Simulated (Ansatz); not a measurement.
**O (triplet): energies up the ladder**

The task, for O (triplet): energies up the ladder. Spin multiplicity 3.

Computed with Ansatz 0.2.0 (the levels named in each step, unless a step's input says otherwise).

## (1) The structure to begin with

Coordinates:

```xyz
1

O     0.0000    0.0000    0.0000
```

## (2) Single point, PBE0/def2-TZVPP

Contents of input.yaml:

```yaml
crystal:
  periodic: [false, false, false]
  atoms:
    - { symbol: O, position_ang: [0.0, 0.0, 0.0] }
magnetization:
  spin_polarized: true
  initial_magnetization: 2
basis:
  gaussian: { orbitals: def2-TZVPP }
hamiltonian:
  xc: pbe0
```

The run is started by

```bash
ansatz run input.yaml --threads 1 --pin off --max-ram 2560MiB --backend cpu --events-out ev --progress --plain --runs-dir out
```

After this run come: Single point, PBE/def2-TZVPP; Single point, r2SCAN/def2-TZVPP; Single point, B3LYP/def2-TZVPP; Single point, wB97M-V/def2-TZVPP; Single point, B2PLYP/def2-TZVPP; Single point, LDA/def2-TZVPP; Single point, PBE0/def2-SVP; Single point, PBE/def2-SVP; Single point, CCSD(T)/def2-TZVPP; Single point, CCSD(T)/def2-QZVPP.

Before running it: what results should come out? Wanted: energy at CCSD(T)/CBS.

The runs gave:

| quantity | value |
| --- | --- |
| energy at CCSD(T)/CBS | -2040.992 eV |

What this shows: These totals serve in differences with atoms or fragments at the same level; alone they don't rank the methods.
